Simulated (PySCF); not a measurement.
**TaCl5 (tantalum pentachloride) at 4 levels**

Wanted: a comparison of 4 runs (BLYP/def2-SVP, PBE/def2-SVP, SVWN5/def2-SVP, CCSD(T)/def2-SVP) of TaCl5 (tantalum pentachloride). 

Program for the calculation: PySCF 2.14.0.

## (1) Starting point

The species is TaCl5 (6 atoms), meant as a singlet with charge 0. SMILES: `Cl[Ta](Cl)(Cl)(Cl)Cl`. The shape is that of a PBE0-D4/def2-TZVP optimisation.

Bond lengths: Cl1–Ta2 2.274 Å, Ta2–Cl3 2.320 Å, Ta2–Cl4 2.320 Å, Ta2–Cl5 2.274 Å, Ta2–Cl6 2.274 Å. Angles: Cl1–Ta2–Cl3 90.0°, Cl1–Ta2–Cl4 90.0°, Cl1–Ta2–Cl5 120.0°, Cl1–Ta2–Cl6 120.0°, Cl3–Ta2–Cl4 180.0°, Cl3–Ta2–Cl5 90.0°, Cl3–Ta2–Cl6 90.0°, Cl4–Ta2–Cl5 90.0°, Cl4–Ta2–Cl6 90.0°, Cl5–Ta2–Cl6 120.0°.

## (2) A single-point energy at BLYP/def2-SVP (core potential) (run 1)

Contents of run.py:

```python
# Cl[Ta](Cl)(Cl)(Cl)Cl
from pyscf import gto, dft

mol = gto.Mole()
mol.atom = '''
Cl    -1.787435    -3.273535     2.133633
Ta    -0.000019     0.000038     0.000000
Cl     0.167468    -2.456134    -3.627896
Cl    -0.167978     2.456247     3.627840
Cl     4.274693     0.426020    -0.090877
Cl    -2.486728     2.847345    -2.042681
'''
mol.unit = 'bohr'
mol.basis = 'def2-svp'
mol.charge = 0
mol.max_memory = 1860
mol.verbose = 4
mol.ecp = {'Ta': 'def2-svp'}
mol.build()

myscf = dft.RKS(mol, xc='blyp')
myscf.grids.level = 5
myscf.conv_tol = 1e-10
myscf.kernel()
if not myscf.converged:
    myscf = myscf.newton().run(myscf.mo_coeff, myscf.mo_occ)

e_tot = myscf.e_tot
print('Final energy', e_tot)
```

Started as:

```
$ OMP_NUM_THREADS=1 python run.py
```

The log of the run:

```text
PySCF version 2.14.0

[... 80 lines left out ...]
converged SCF energy = -2357.5670945079
Final energy -2357.567094507902
```

Run time: 65 s. Hardware: 1 thread of Intel Xeon at 2.50GHz (Skylake/Cascade Lake), shared host; peak memory 0.72 GiB.

## (3) A single-point energy at PBE/def2-SVP (core potential) (run 2)

Contents of calc.py:

```python
from pyscf import gto, dft

system = gto.Mole()
system.atom = '''
Cl    -1.787435    -3.273535     2.133633
Ta    -0.000019     0.000038     0.000000
Cl     0.167468    -2.456134    -3.627896
Cl    -0.167978     2.456247     3.627840
Cl     4.274693     0.426020    -0.090877
Cl    -2.486728     2.847345    -2.042681
'''
system.basis = 'def2-svp'
system.verbose = 3
system.ecp = {'Ta': 'def2-svp'}
system.charge = 0
system.unit = 'bohr'
system.max_memory = 1860
system.spin = 0
system.build()

mf = dft.RKS(system, xc='pbe')
mf.grids.level = 5
mf.conv_tol = 1e-10
mf.kernel()
if not mf.converged:
    mf = mf.newton().run(mf.mo_coeff, mf.mo_occ)

e_tot = mf.e_tot
print('E(%s) = %.9f' % ('PBE', e_tot))
```

Started as:

```
$ OMP_NUM_THREADS=1 python calc.py
```

The log of the run:

```text
converged SCF energy = -2356.70243251751
E(PBE) = -2356.702432518
```

Run time: 66 s. Hardware: 1 thread of Intel Xeon at 2.50GHz (Skylake/Cascade Lake), shared host; peak memory 0.72 GiB.

Run 3 isn't shown in full; the table further down has it.

## (4) A single-point energy at CCSD(T)/def2-SVP (core potential) (run 4)

Contents of start.xyz:

```xyz
6
Cl5Ta
Cl    -0.945870    -1.732280     1.129070
Ta    -0.000010     0.000020     0.000000
Cl     0.088620    -1.299730    -1.919800
Cl    -0.088890     1.299790     1.919770
Cl     2.262070     0.225440    -0.048090
Cl    -1.315920     1.506750    -1.080940
```

Contents of run.py:

```python
from pyscf import gto, scf, cc

system = gto.M(
    atom='start.xyz',
    ecp={'Ta': 'def2-svp'},
    basis='def2-svp',
    verbose=3,
    max_memory=1860,
    spin=0,
    charge=0,
)

mf = scf.RHF(system)
mf.conv_tol = 1e-10
mf.kernel()
if not mf.converged:
    mf = mf.newton().run(mf.mo_coeff, mf.mo_occ)

mycc = cc.CCSD(mf, frozen=25)
mycc.kernel()
e_t = mycc.ccsd_t()
e_final = mycc.e_tot + e_t
print(f'total energy: {e_final:.8f} hartree')
```

Started as:

```
$ OMP_NUM_THREADS=1 python run.py
```

The log of the run:

```text
converged SCF energy = -2353.44538840999
E(CCSD) = -2354.435198693627  E_corr = -0.9898102836325251
CCSD(T) correction = -0.0376296316518439
total energy: -2354.47282833 hartree
```

Wall time 5.5 min (1 thread of Intel Xeon at 2.50GHz (Skylake/Cascade Lake), shared host); peak memory 1.1 GiB.

## (5) The series

```
run                              level  integration grid  frozen core orbitals   energy (Eh)  dipole moment (D) of the reference  HOMO energy (eV)  LUMO energy (eV)  wall time
  1     BLYP/def2-SVP (core potential)                 5                     –  -2357.567095                                0.00             -7.51             -4.05       65 s
  2      PBE/def2-SVP (core potential)                 5                     –  -2356.702433                                0.00             -7.78             -4.29       66 s
  3    SVWN5/def2-SVP (core potential)                 5                     –  -2350.112499                                0.00             -7.88             -4.42       35 s
  4  CCSD(T)/def2-SVP (core potential)                 –                    25  -2354.472828                                0.00            -12.46             -0.46    5.5 min
```

## (6) Summary of results

```
                                           quantity           value
                                run 4: total energy  -2354.47283 Eh
        run 4: dipole moment (Hartree–Fock density)          0.00 D
         run 4: HOMO energy (Hartree–Fock orbitals)       -12.46 eV
         run 4: LUMO energy (Hartree–Fock orbitals)        -0.46 eV
       run 4: HOMO–LUMO gap (Hartree–Fock orbitals)        11.99 eV
run 4: correlation energy (25 core orbitals frozen)     -1027.4 mEh
                              run 4: (T) correction      -37.63 mEh
                               run 4: T1 diagnostic           0.018
```

**Reading.** Over runs 1, 2, 3 the HOMO–LUMO gap runs from 3.46 eV (BLYP/def2-SVP) to 3.49 eV (PBE/def2-SVP). Totals of different functionals can't be ranked against each other. All runs together took 8.3 min, the longest 5.5 min.
